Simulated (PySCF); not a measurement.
The system is AlSH3, in a box.

```
CELL_PARAMETERS angstrom
13.00000 0.00000 0.00000
0.00000 11.00000 0.00000
0.00000 0.00000 12.00000
ATOMIC_POSITIONS crystal
Al 0.45445 0.49399 0.50685
S 0.58870 0.46863 0.61338
H 0.34941 0.44072 0.55125
H 0.46792 0.56310 0.39229
H 0.65259 0.52599 0.54274
```

Program: PySCF 2.14.0. Alike in all runs: task atomic charges; potentials or basis cc-pvdz (all-electron); no spin polarisation; cell as given; k mesh 1 × 1 × 1; smearing fixed.

Problem. Order these runs on this cell by their band gap on the k mesh, lowest first.
A. level N12
B. level HLE16
C. level CAM-B3LYP; exxdiv ewald
D. level rSCAN+D3(BJ); three-body dispersion term no

Solution. A (4.53 eV), D (4.97 eV), B (5.23 eV), C (8.67 eV).

Caveats: this is a molecule in a periodic box at the Γ point, so its band gap is the HOMO-LUMO gap; the basis of atomic orbitals isn't converged, which shifts pressures, moduli and gaps; these D3(BJ) parameters were fitted with the three-body term, which the run leaves out (some runs).

A k mesh can miss the band edges.

Not every run made on this cell is shown here.
